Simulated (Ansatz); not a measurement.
# CH₄ClFSeSi: a ladder of functionals and wavefunction methods

An exercise on one series of results from a longer session: the logs are not shown, and one member is left open.

Program: Ansatz 0.2.0, Gaussian basis. Level of theory: functionals in def2-TZVPP, the program's frozen cores in correlated methods. These are calculated values, not measurements.

The runs, in order: LDA (SPW92), PBE-D4, revPBE-D4, BLYP-D4, r2SCAN-D4, B97M-V, PBE0-D4, B3LYP-D4, r2SCANh-D4, r2SCAN0-D4, HSE06-D4, BHLYP-D4, CAM-B3LYP-D4, LC-ωPBE, ωB97X-V, ωB97M-V, B2PLYP, PBE-QIDH; CCSD(T)/def2-SVP; CCSD(T)/def2-TZVPP; MP2/def2-QZVPP; extrapolation to the limit; RPA on PBE.

### Structure used throughout

The geometry comes from an earlier relaxation with PBE0-D4 in a triple-zeta def2 set; it is a stationary point, not always the lowest conformer.

SMILES `C[Si](F)(Cl)[SeH]`, 9 atoms, charge 0, spin multiplicity 1.

Atoms are counted from 1 here; the program's logs count them from 0.

Bond lengths: C1–Si2 1.844 Å, C1–H6 1.093 Å, C1–H7 1.093 Å, C1–H8 1.091 Å, Si2–F3 1.593 Å, Si2–Cl4 2.043 Å, Si2–Se5 2.260 Å, Se5–H9 1.471 Å. Angles: Si2–C1–H6 109.9°, Si2–C1–H7 110.3°, Si2–C1–H8 110.3°, H6–C1–H7 108.6°, H6–C1–H8 109.0°, H7–C1–H8 108.6°, C1–Si2–F3 108.0°, C1–Si2–Cl4 111.1°, C1–Si2–Se5 114.8°, F3–Si2–Cl4 107.4°, F3–Si2–Se5 110.1°, Cl4–Si2–Se5 105.2°, Si2–Se5–H9 91.6°.

Set-up of the first run:

File in.yaml:

```yaml
crystal:
  periodic: [false, false, false]
  atoms:
    - {symbol: C, position_ang: [-0.739895, -0.943351, -0.105735]}
    - {symbol: Si, position_ang: [0.681887, 0.222143, -0.246401]}
    - {symbol: F, position_ang: [1.892317, -0.374341, 0.600073]}
    - {symbol: Cl, position_ang: [1.311067, 0.381951, -2.183388]}
    - {symbol: Se, position_ang: [0.241420, 2.338967, 0.411885]}
    - {symbol: H, position_ang: [-0.440032, -1.938815, -0.441940]}
    - {symbol: H, position_ang: [-1.072963, -1.012338, 0.932515]}
    - {symbol: H, position_ang: [-1.574743, -0.598540, -0.717619]}
    - {symbol: H, position_ang: [-0.210560, 1.878024, 1.733510]}
basis:
  gaussian: {orbitals: def2-TZVPP}
hamiltonian: {xc: lda}
output: {orbitals: {seedname: orbitals}}
```

Steps of the session up to this table: LDA; PBE-D4 (GGA); revPBE-D4 (GGA); BLYP-D4 (GGA); r2SCAN-D4 (meta-GGA); B97M-V (meta-GGA); PBE0-D4 (hybrid); B3LYP-D4 (hybrid); r2SCANh-D4 (hybrid); r2SCAN0-D4 (hybrid); HSE06-D4 (hybrid); BHLYP-D4 (hybrid); CAM-B3LYP-D4 (range-separated); LC-ωPBE-D4 (range-separated; the results give it without D4); ωB97X-V (range-separated); ωB97M-V (range-separated); B2PLYP (double hybrid); PBE-QIDH (double hybrid).

One of the session's tables, all rows but one given; the rest of the session is left out.

It belongs to the step «Orbital energies across the functionals». 

```
  functional  HOMO (eV)  gap (eV)
 LDA (SPW92)      -6.43      5.27
      PBE-D4      -6.28      5.29
   revPBE-D4      -6.22      5.32
     BLYP-D4      -6.10      5.19
   r2SCAN-D4          ?         ?
      B97M-V      -6.63      5.84
     PBE0-D4      -7.47      7.36
    B3LYP-D4      -7.21      6.84
  r2SCANh-D4      -7.01      6.63
  r2SCAN0-D4      -7.66      7.74
    HSE06-D4      -7.07      6.59
    BHLYP-D4      -8.49      9.24
CAM-B3LYP-D4      -8.76      9.66
     LC-ωPBE     -10.15     12.30
     ωB97X-V      -9.79     11.77
     ωB97M-V      -9.64     11.38
```

Estimate the missing values for r2SCAN-D4.

Worked estimate for «HOMO (eV)». Against the share of exact exchange, r2SCANh-D4 (0.1, -7.01), r2SCAN0-D4 (0.25, -7.66) give a slope of -4.33 per unit share; at 0 the line stands at -6.58.

**Answer.** HOMO (eV): -6.58; gap (eV): 5.88. In «HOMO (eV)» the line misses by 0.00.
